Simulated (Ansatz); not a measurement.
# InH: the cost of one run

Program: Ansatz 0.2.0. Level of theory: DFT PBE, scalar-relativistic, plane waves, PAW. These are calculated values, not measurements.

### Step 1. Starting point

The structure is cubic, space group Fm-3m (No. 225). The conventional cell has a = 4.990 Å, b = 4.990 Å, c = 4.990 Å, α = 90.00°, β = 90.00°, γ = 90.00°. Around In (site symmetry m-3m) lie 6 H at 2.49 Å. Around H (site symmetry m-3m) lie 6 In at 2.49 Å.

Structure file:

```cif
data_structure
_symmetry_space_group_name_H-M 'P 1'
_symmetry_Int_Tables_number 1
_cell_length_a 3.5283
_cell_length_b 3.5283
_cell_length_c 3.5283
_cell_angle_alpha 60.000
_cell_angle_beta 60.000
_cell_angle_gamma 60.000
_cell_volume 31.06
loop_
_atom_site_label
_atom_site_type_symbol
_atom_site_fract_x
_atom_site_fract_y
_atom_site_fract_z
_atom_site_occupancy
In1 In 0.00000 0.00000 0.00000 1
H1 H 0.50000 0.50000 0.50000 1
```

The cell was made up by rule, so the compound may not exist in this form.

The cell is the ideal cubic rocksalt prototype; whether it is the stable structure of this composition wasn't checked.

### Step 2. Single point at 1.000 V0

input.yaml

```yaml
crystal:
  lattice:
    - [0.0, 2.4949, 2.4949]
    - [2.4949, 0.0, 2.4949]
    - [2.4949, 2.4949, 0.0]
  atoms:
    - { symbol: In, position: [0.0, 0.0, 0.0] }
    - { symbol: H, position: [0.5, 0.5, 0.5] }
basis:
  ecutwfc: 420
kpoints:
  mp_grid: { grid: [14, 14, 14] }
hamiltonian:
  xc: pbe
scf:
  occupations: { method: fermi_dirac, width: 0.15 }
output:
  forces: true
  stress: true
  eigenvalues: true
```

On the command line:

```sh
ansatz run input.yaml --threads 1 --pin off --max-ram 1228MiB --backend cpu --events-out ev --progress --plain --runs-dir out
```

What time and memory should one allow on 1 thread of an x86-64 CPU, shared host?

About 2 s, with a peak of 0.45 GiB.
